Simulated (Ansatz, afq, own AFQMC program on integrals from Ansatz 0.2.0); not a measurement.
# H2BrO (doublet): quantum Monte Carlo beside coupled cluster at distance Br1–H2 along a hydrogen transfer = 1.789 Å, cc-pVTZ

How near does AFQMC come to the top of the ladder for H2BrO (doublet)?

Method: cc-pVTZ, frozen cores; program: Ansatz 0.2.0, Gaussian basis, and an in-house AFQMC program (afq) on its integrals; all values are calculated.

To be run: PBE (unrestricted); CCSD(T) on UHF; r2SCAN (unrestricted); PBE0 (unrestricted); B3LYP (unrestricted); wB97M-V (unrestricted); B2PLYP (unrestricted); Phaseless AFQMC, CISD trial on UHF.

**1. The geometry**

The geometry derives from fragments relaxed apart (PBE0/def2-TZVP) and kept rigid, so it is no stationary point. A hydrogen atom is moved between rigid fragments. No spin-orbit coupling is included. The filled d shell of Br may be among the frozen orbitals whatever the setting's name suggests; the logs give the count.

4 atoms, charge 0, spin multiplicity 2.

Atoms are counted from 1 here; the program's logs count them from 0.

Bond lengths: Br1–H2 1.789 Å, H2–O3 0.990 Å, O3–H4 0.973 Å. Angles: Br1–H2–O3 180.0°, H2–O3–H4 105.0°.

**2. PBE (unrestricted)**

The input, in.yaml:

```yaml
crystal:
  periodic: [false, false, false]
  atoms:
    - {symbol: Br, position_ang: [-1.899715, 0.234988, 0.000000]}
    - {symbol: H, position_ang: [-0.110715, 0.234988, 0.000000]}
    - {symbol: O, position_ang: [0.879285, 0.234988, 0.000000]}
    - {symbol: H, position_ang: [1.131144, -0.704963, 0.000000]}
basis:
  gaussian: {orbitals: cc-pVTZ}
magnetization: {spin_polarized: true, initial_magnetization: 1}
hamiltonian: {xc: {name: PBE}}
output: {orbitals: {seedname: orbitals}}
```

On the command line:

```sh
$ ansatz run in.yaml --threads 1 --pin off --events-out ev --progress --plain --max-ram 5632MiB --backend cpu
```

The log of the run:

```text
Functional definition: PBE
  name "PBE"
  cite "Perdew, Burke & Ernzerhof, Phys. Rev. Lett. 77, 3865 (1996) doi:10.1103/PhysRevLett.77.3865"
  parent pbe
  parameter kappa = 0.804
  parameter beta = 0.06672455060314922
  exchange = pbe_x(kappa = kappa, mu = beta*pi^2/3)
  correlation = pbe_c(beta = beta)
661 factors; their error is unknown
mean field evaluation 1: about -72106.8724 eV, gradient 4.5e1 eV
mean field evaluation 2: about -72064.0590 eV, gradient 1.0e2 eV
mean field evaluation 4: about -72107.1659 eV, gradient 3.0e1 eV
mean field evaluation 8: about -72113.8621 eV, gradient 5.5e-1 eV
mean field evaluation 16: about -72113.8576 eV, gradient 1.1e-5 eV
mean field evaluation 32: about -72113.3537 eV, gradient 2.3e-4 eV
mean field evaluation 64: about -72113.8477 eV, gradient 7.2e-2 eV
mean field evaluation 96: about -72113.7464 eV, gradient 1.8e0 eV
mean field -72113.85755681 eV, -2650.1353846845 hartree, gradient 9.3e-6 eV, S^2 0.751829; 10 other end points of the search recorded, 0 dependent functions left out
reference -72113.85758330 eV, -2650.1353856578 hartree; 23, 22 occupied and 78, 79 virtual orbitals, 661 factors
Total energy: -72113.85758330 eV, -2650.1353856578 hartree
```

It took 12 s on 1 thread of AMD EPYC 7R13 (Zen 3), shared host; peak memory 1.9 GiB.

From the report: ⟨S²⟩ of the determinant 0.752 (pure doublet: 0.75).

**3. CCSD(T) on UHF**

in.yaml: that of step 2 with these lines changed.

```diff
@@ -10,3 +10,2 @@
 magnetization: {spin_polarized: true, initial_magnetization: 1}
-hamiltonian: {xc: {name: PBE}}
-output: {orbitals: {seedname: orbitals}}
+correlation: {method: ccsd_t, electrons: outside_noble_gas, hamiltonian_folder: ham}
```

On the command line:

```sh
$ ansatz run in.yaml --threads 1 --pin off --events-out ev --progress --plain --max-ram 16896MiB --backend cuda --devices 0, --max-vram 18GiB
```

The log of the run, cut to the lines that bear on the results:

```text
Functional definition: HF
  name "HF"
  cite "Fock, Z. Phys. 61, 126 (1930) doi:10.1007/BF01340294"
  parent pbe
[...]
623 factors; integrals over basis functions are off by at most 1.0e-3 eV
[...]
mean field -72068.47689400 eV, -2648.4676760862 hartree, gradient 1.8e-6 eV, S^2 0.766177; 13 other end points of the search recorded, 0 dependent functions left out
determinant -72068.47689400 eV, -2648.4676760862 hartree, with singles and doubles -72080.28667892 eV, -2648.9016776771 hartree
determinant -72068.41578763 eV, -2648.4654304687 hartree, with singles and doubles -72080.17901543 eV, -2648.8977211171 hartree
determinant -72068.37854699 eV, -2648.4640619005 hartree, with singles and doubles -72080.12290063 eV, -2648.8956589359 hartree
determinant -72067.00994450 eV, -2648.4137666864 hartree, with singles and doubles -72077.99878813 eV, -2648.8175992416 hartree
determinant -72068.47689400 eV, -2648.4676760862 hartree, with singles and doubles -72080.24154905 eV, -2648.9000191852 hartree
determinant -72068.41578763 eV, -2648.4654304687 hartree, with singles and doubles -72080.13613672 eV, -2648.8961453536 hartree
determinant -72068.37854699 eV, -2648.4640619005 hartree, with singles and doubles -72080.07761033 eV, -2648.8939945484 hartree
15 core orbitals not correlated: weight in the atoms' cores, before any rotation towards them, 1.000 or more for the frozen orbitals, at most 0.000 for the correlated occupied ones
reference -72068.47689400 eV, -2648.4676760862 hartree; 8, 7 occupied and 78, 79 virtual orbitals, 623 factors
second order -11.11248213 eV of doubles, -0.00000000 eV of singles
cycle   1  -11.76465445 eV  change    6.1e-7 eV  update   1.1e-6
perturbative correction -0.38748322 eV, -0.0142397457 hartree
Total energy: -72080.62903167 eV, -2648.9142589086 hartree
```

Run time: 22 s. Hardware: 1 × NVIDIA H100 80GB HBM3 with 1 thread of AMD EPYC 7R13 (Zen 3), shared host; peak host memory 1.9 GiB.

From the report: ⟨S²⟩ of the determinant 0.766 (pure doublet: 0.75); correlation -12.1521 eV; T1 0.016; largest double amplitude 0.04.

This run also writes the integrals to the folder ham.

**4. r2SCAN (unrestricted)**

in.yaml: that of step 3 with these lines changed.

```diff
@@ -10,2 +10,2 @@
 magnetization: {spin_polarized: true, initial_magnetization: 1}
-correlation: {method: ccsd_t, electrons: outside_noble_gas, hamiltonian_folder: ham}
+hamiltonian: {xc: {name: r2SCAN}}
```

On the command line:

```sh
$ ansatz run in.yaml --threads 1 --pin off --events-out ev --progress --plain --max-ram 5632MiB --backend cpu
```

The log of the run, cut to the lines that bear on the results:

```text
Functional definition: r2SCAN
  name "r2SCAN"
  cite "Furness, Kaplan, Ning, Perdew & Sun, J. Phys. Chem. Lett. 11, 8208 (2020) doi:10.1021/acs.jpclett.0c02405"
  cite "Furness, Kaplan, Ning, Perdew & Sun, J. Phys. Chem. Lett. 11, 9248 (2020) doi:10.1021/acs.jpclett.0c03077"
  parent r2scan
[...]
661 factors; their error is unknown
[...]
mean field -72125.04899881 eV, -2650.5466625922 hartree, gradient 8.2e-6 eV, S^2 0.755225; 10 other end points of the search recorded, 0 dependent functions left out
reference -72125.04900681 eV, -2650.5466628863 hartree; 23, 22 occupied and 78, 79 virtual orbitals, 661 factors
Total energy: -72125.04900681 eV, -2650.5466628863 hartree
```

Run time: 29 s. Hardware: 1 thread of AMD EPYC 7R13 (Zen 3), shared host; peak memory 1.9 GiB.

From the report: ⟨S²⟩ of the determinant 0.755 (pure doublet: 0.75).

**5. PBE0 (unrestricted)**

in.yaml: that of step 4 with these lines changed.

```diff
@@ -10,2 +10,3 @@
 magnetization: {spin_polarized: true, initial_magnetization: 1}
-hamiltonian: {xc: {name: r2SCAN}}
+hamiltonian: {xc: {name: PBE0}}
+output: {orbitals: {seedname: orbitals}}
```

Launched as before.

The log of the run:

```text
Functional definition: PBE0
  name "PBE0"
  cite "Adamo & Barone, J. Chem. Phys. 110, 6158 (1999) doi:10.1063/1.478522"
  cite "Perdew, Burke & Ernzerhof, Phys. Rev. Lett. 77, 3865 (1996) doi:10.1103/PhysRevLett.77.3865"
  parent pbe
  parameter a = 0.25
  parameter kappa = 0.804
  parameter beta = 0.06672455060314922
  exchange = (1 - a)*pbe_x(kappa = kappa, mu = beta*pi^2/3) + a*exact_x
  correlation = pbe_c(beta = beta)
700 factors; their error is unknown
mean field evaluation 1: about -72110.7668 eV, gradient 3.9e1 eV
mean field evaluation 2: about -72088.9382 eV, gradient 7.8e1 eV
mean field evaluation 4: about -72115.7735 eV, gradient 3.2e0 eV
mean field evaluation 8: about -72115.8083 eV, gradient 1.4e-1 eV
mean field evaluation 16: about -72116.0325 eV, gradient 1.5e-3 eV
mean field evaluation 32: about -72116.1354 eV, gradient 8.5e-2 eV
mean field -72116.13545516 eV, -2650.2190959048 hartree, gradient 4.5e-6 eV, S^2 0.755137; 5 other end points of the search recorded, 0 dependent functions left out
reference -72116.13547471 eV, -2650.2190966232 hartree; 23, 22 occupied and 78, 79 virtual orbitals, 700 factors
Total energy: -72116.13547471 eV, -2650.2190966232 hartree
```

Wall time 12 s (1 thread of AMD EPYC 7R13 (Zen 3), shared host); peak memory 1.9 GiB.

From the report: ⟨S²⟩ of the determinant 0.755 (pure doublet: 0.75).

**6. B3LYP (unrestricted)**

in.yaml: that of step 5 with these lines changed.

```diff
@@ -10,3 +10,2 @@
 magnetization: {spin_polarized: true, initial_magnetization: 1}
-hamiltonian: {xc: {name: PBE0}}
-output: {orbitals: {seedname: orbitals}}
+hamiltonian: {xc: {name: B3LYP}}
```

Same command.

The log of the run, cut to the lines that bear on the results:

```text
Functional definition: B3LYP
  name "B3LYP"
  cite "Stephens, Devlin, Chabalowski & Frisch, J. Phys. Chem. 98, 11623 (1994) doi:10.1021/j100096a001"
  cite "Becke, Phys. Rev. A 38, 3098 (1988) doi:10.1103/PhysRevA.38.3098"
  cite "Lee, Yang & Parr, Phys. Rev. B 37, 785 (1988) doi:10.1103/PhysRevB.37.785"
  cite "Vosko, Wilk & Nusair, Can. J. Phys. 58, 1200 (1980) doi:10.1139/p80-159"
[...]
691 factors; their error is unknown
[...]
mean field -72127.39927463 eV, -2650.6330336355 hartree, gradient 3.2e-6 eV, S^2 0.753959; 5 other end points of the search recorded, 0 dependent functions left out
reference -72127.39945822 eV, -2650.6330403824 hartree; 23, 22 occupied and 78, 79 virtual orbitals, 691 factors
Total energy: -72127.39945822 eV, -2650.6330403824 hartree
```

Run time: 11 s. Hardware: 1 thread of AMD EPYC 7R13 (Zen 3), shared host; peak memory 1.9 GiB.

From the report: ⟨S²⟩ of the determinant 0.754 (pure doublet: 0.75).

**7. wB97M-V (unrestricted)**

in.yaml: that of step 6 with these lines changed.

```diff
@@ -10,2 +10,3 @@
 magnetization: {spin_polarized: true, initial_magnetization: 1}
-hamiltonian: {xc: {name: B3LYP}}
+hamiltonian: {xc: {name: wB97M-V}}
+output: {orbitals: {seedname: orbitals}}
```

Same command.

The log of the run, cut to the lines that bear on the results:

```text
Functional definition: wB97M-V
  name "wB97M-V"
  cite "Mardirossian & Head-Gordon, J. Chem. Phys. 144, 214110 (2016) doi:10.1063/1.4952647"
  cite "Becke, J. Chem. Phys. 107, 8554 (1997) doi:10.1063/1.475007"
  cite "Vydrov & Van Voorhis, J. Chem. Phys. 133, 244103 (2010) doi:10.1063/1.3521275"
  # Of w^i u^j: cxij and so on, Table III.
[...]
  gx(w, u) = 1 - cx + cx01*u + cx10*w
  gss(w, u) = css00 + css04*u^4 + css10*w + css20*w^2 + css43*w^4*u^3
  gos(w, u) = cos00 + cos10*w + (cos20 + cos21*u)*w^2 + (cos60 + cos61*u)*w^6
[...]
      + integral(e_c_pw_mod_opposite_spin*gos(b97_w_opposite, b97_u_opposite)) + vv10(b, c)
683 factors; their error is unknown
120 factors; integrals over basis functions are off by at most 4.2e-5 eV
[...]
mean field -72121.69353647 eV, -2650.4233516257 hartree, gradient 1.1e-6 eV, S^2 0.754344; 4 other end points of the search recorded, 0 dependent functions left out
reference -72121.69356632 eV, -2650.4233527224 hartree; 23, 22 occupied and 78, 79 virtual orbitals, 683 factors
Total energy: -72121.69356632 eV, -2650.4233527224 hartree
```

It took 33 s on 1 thread of AMD EPYC 7R13 (Zen 3), shared host; peak memory 1.9 GiB.

From the report: ⟨S²⟩ of the determinant 0.754 (pure doublet: 0.75).

**8. B2PLYP (unrestricted)**

in.yaml: that of step 7 with these lines changed.

```diff
@@ -10,3 +10,3 @@
 magnetization: {spin_polarized: true, initial_magnetization: 1}
-hamiltonian: {xc: {name: wB97M-V}}
-output: {orbitals: {seedname: orbitals}}
+hamiltonian: {xc: {name: B2PLYP}}
+correlation: {electrons: outside_noble_gas}
```

The command is unchanged.

The log of the run, cut to the lines that bear on the results:

```text
Functional definition: B2PLYP
  name "B2PLYP"
  cite "Grimme, J. Chem. Phys. 124, 034108 (2006) doi:10.1063/1.2148954"
  cite "Becke, Phys. Rev. A 38, 3098 (1988) doi:10.1103/PhysRevA.38.3098"
  cite "Lee, Yang & Parr, Phys. Rev. B 37, 785 (1988) doi:10.1103/PhysRevB.37.785"
[...]
623 factors; integrals over basis functions are off by at most 1.0e-3 eV
[...]
mean field -72110.11646899 eV, -2649.9979022429 hartree, gradient 1.5e-6 eV, S^2 0.758621; 6 other end points of the search recorded, 0 dependent functions left out
15 core orbitals not correlated: weight in the atoms' cores, before any rotation towards them, 1.000 or more for the frozen orbitals, at most 0.000 for the correlated occupied ones
reference -72110.11658477 eV, -2649.9979064979 hartree; 8, 7 occupied and 78, 79 virtual orbitals, 623 factors
second order -13.38741388 eV of doubles, -0.00000000 eV of singles
Total energy: -72113.73118652 eV, -2650.1307406620 hartree
```

Run time: 17 s. Hardware: 1 thread of AMD EPYC 7R13 (Zen 3), shared host; peak memory 1.9 GiB.

From the report: ⟨S²⟩ of the determinant 0.759 (pure doublet: 0.75).

**9. Phaseless AFQMC, CISD trial on UHF**

It reads the integrals that the CCSD(T) run on this determinant wrote.

On the command line:

```sh
$ afq ham --method phaseless --trial cisd --walkers 1400 --populations 20 --least-time 60 --time-step 0.005 --steps-per-block 50 --equilibration-blocks 28 --max-blocks 4000 --target-error 0.00023 --factor-cut 1e-05 --start spin_pure --seed 5067 --release-times 0.24,0.51,0.99,1.5 --release-step 0.03 --release-every 4 --taylor-order 6
```

The log of the run:

```text
orbitals 86  electrons 8 7  factors 562 of 623
reference energy -2648.46767609 Eh
CCSD correlation -0.43234323 Eh in 17 cycles, weight of the determinant in the CISD state 0.8716
energy of the start -2648.899016 Eh
 block  time / (1/Eh)  mean weight  energy / Eh
     1     0.250  0.9992  -2648.895237
     2     0.500  0.9989  -2648.902088
     3     0.750  0.9991  -2648.906616
     4     1.000  0.9998  -2648.908672
     5     1.250  1.0001  -2648.912358
     6     1.500  0.9997  -2648.913828
     7     1.750  1.0002  -2648.915514
     8     2.000  0.9997  -2648.916780
     9     2.250  0.9998  -2648.915877
    10     2.500  0.9999  -2648.915185
    13     3.250  1.0007  -2648.913323
    17     4.250  0.9997  -2648.915785
    21     5.250  1.0002  -2648.917939
    25     6.250  0.9998  -2648.914928
    29     7.250  1.0007  -2648.913392
    33     8.250  1.0001  -2648.913724
    37     9.250  1.0002  -2648.913934
    41    10.250  1.0000  -2648.914333
    45    11.250  0.9993  -2648.915311
    49    12.250  0.9994  -2648.915969
    53    13.250  0.9998  -2648.915328
    57    14.250  0.9999  -2648.916535
    61    15.250  0.9999  -2648.914097
    65    16.250  0.9997  -2648.912185
    69    17.250  1.0005  -2648.913131
    73    18.250  1.0006  -2648.912447
    77    19.250  1.0005  -2648.915551
    81    20.250  0.9991  -2648.915664
    85    21.250  1.0009  -2648.916897
    89    22.250  0.9997  -2648.915519
    93    23.250  1.0001  -2648.913282
    97    24.250  1.0003  -2648.914306
   101    25.250  0.9992  -2648.915125
   105    26.250  0.9992  -2648.916996
   109    27.250  0.9984  -2648.915222
   113    28.250  1.0004  -2648.913364
   117    29.250  1.0009  -2648.914273
   121    30.250  0.9993  -2648.913129
   125    31.250  1.0001  -2648.914235
   129    32.250  0.9995  -2648.912089
   133    33.250  1.0001  -2648.914591
   137    34.250  1.0001  -2648.913514
   141    35.250  0.9994  -2648.914450
   145    36.250  1.0005  -2648.915414
   149    37.250  1.0010  -2648.913720
   153    38.250  1.0001  -2648.916242
   157    39.250  0.9995  -2648.915110
   161    40.250  1.0000  -2648.916843
   165    41.250  0.9997  -2648.913651
error from the spread of 20 populations
released: time / (1/Eh)  energy / Eh  error  mean overlap
  0.24  -2648.915490  0.000188  0.9912
  0.51  -2648.915439  0.000211  0.9878
  0.99  -2648.911942  0.003881  0.9770
  1.50  -2648.956871  0.040968  0.9621
energy -2648.914590 +/- 0.000164 Eh
```

Run time: 4 min. Hardware: 1 × NVIDIA H100 80GB HBM3 with 2 threads of AMD EPYC 7R13 (Zen 3), shared host; peak host memory 1.9 GiB.

Energy -72080.6380 ± 0.0045 eV. Caveats: constraint bias not in the error.

**10. AFQMC on the ladder**

On the UHF determinant, counted from CCSD(T) (a yardstick, not exact):

| level | energy (eV) | from CCSD(T) (kcal/mol) | statistical error (kcal/mol) | time |
| --- | --- | --- | --- | --- |
| HF | -72068.4769 | +280.23 |  |  |
| MP2 | -72079.5894 | +23.98 |  |  |
| CCSD | -72080.2415 | +8.94 |  |  |
| CCSD(T) | -72080.6290 | 0.00 |  |  |
| Phaseless AFQMC, CISD trial, step 0.005, 1400 walkers | -72080.6380 | -0.21 | 0.10 | 4 min |

The functionals' totals stand on their own zeros and serve differences with other points: PBE -72113.858 eV; r2SCAN -72125.049 eV; PBE0 -72116.135 eV; B3LYP -72127.399 eV; wB97M-V -72121.694 eV; B2PLYP -72113.731 eV.

**11. Results**

| quantity | value |
| --- | --- |
| Phaseless AFQMC, CISD trial on UHF from CCSD(T) | -0.21 ± 0.10 kcal/mol |

In words: On UHF the phaseless walk with the CISD trial lies -0.21 kcal/mol from CCSD(T), within three error bars. Error bars are statistical and leave out the constraint, the time step and what remains of the start.
